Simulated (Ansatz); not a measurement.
# CdGeAs2: the cost of one run

Program: Ansatz 0.2.0. Level of theory: reference: DFT, HSE06, plane waves, PAW. These are calculated values, not measurements.

**1. The structure to begin with**

It takes space group P-4m2 (No. 115, tetragonal). The conventional cell has a = 4.076 Å, b = 4.076 Å, c = 6.118 Å, α = 90.00°, β = 90.00°, γ = 90.00°. Cd (site symmetry -4m2) is surrounded by 4 As at 2.61 Å. Around As (site symmetry 2mm) lie 2 Ge at 2.49 Å and 2 Cd at 2.61 Å. Ge (site symmetry -4m2) is surrounded by 4 As at 2.49 Å.

Structure file:

```cif
data_structure
_symmetry_space_group_name_H-M 'P-4m2'
_symmetry_Int_Tables_number 115
_cell_length_a 4.0764
_cell_length_b 4.0764
_cell_length_c 6.1183
_cell_angle_alpha 90.000
_cell_angle_beta 90.000
_cell_angle_gamma 90.000
_cell_volume 101.67
loop_
_atom_site_label
_atom_site_type_symbol
_atom_site_symmetry_multiplicity
_atom_site_Wyckoff_symbol
_atom_site_fract_x
_atom_site_fract_y
_atom_site_fract_z
_atom_site_occupancy
Cd1 Cd 1 a 0.00000 0.00000 0.00000 1
As1 As 2 g 0.00000 0.50000 0.26723 1
Ge1 Ge 1 c 0.50000 0.50000 0.50000 1
```

**2. Baseline**

File input.yaml:

```yaml
crystal:
  lattice:
    - [4.076371712, 0.0, 0.0]
    - [0.0, 4.076371712, 0.0]
    - [0.0, 0.0, 6.1183213177]
  atoms:
    - { symbol: Cd, position: [0.0, 0.0, 0.0] }
    - { symbol: As, position: [0.0, 0.5, 0.2672334419] }
    - { symbol: Ge, position: [0.5, 0.5, 0.5] }
    - { symbol: As, position: [0.5, 0.0, 0.7327665581] }
kpoints:
  mp_grid: { grid: [4, 4, 2] }
hamiltonian:
  xc: hse06
scf:
  occupations: { method: fermi_dirac, width: 0.02 }
  n_extra_bands: 5
output:
  forces: true
  stress: true
  eigenvalues: true
  write_density: true
  write_potential: true
  elf: true
  volumetric_format: npy
```

Launch:

```bash
$ ansatz run input.yaml --threads 4 --pin off --max-ram 3686MiB --backend cpu --events-out ev --progress --plain --runs-dir out
```

What time and memory should one allow on 4 threads of Arm Neoverse N1, shared host?

About 44 s, with a peak of 1.5 GiB.
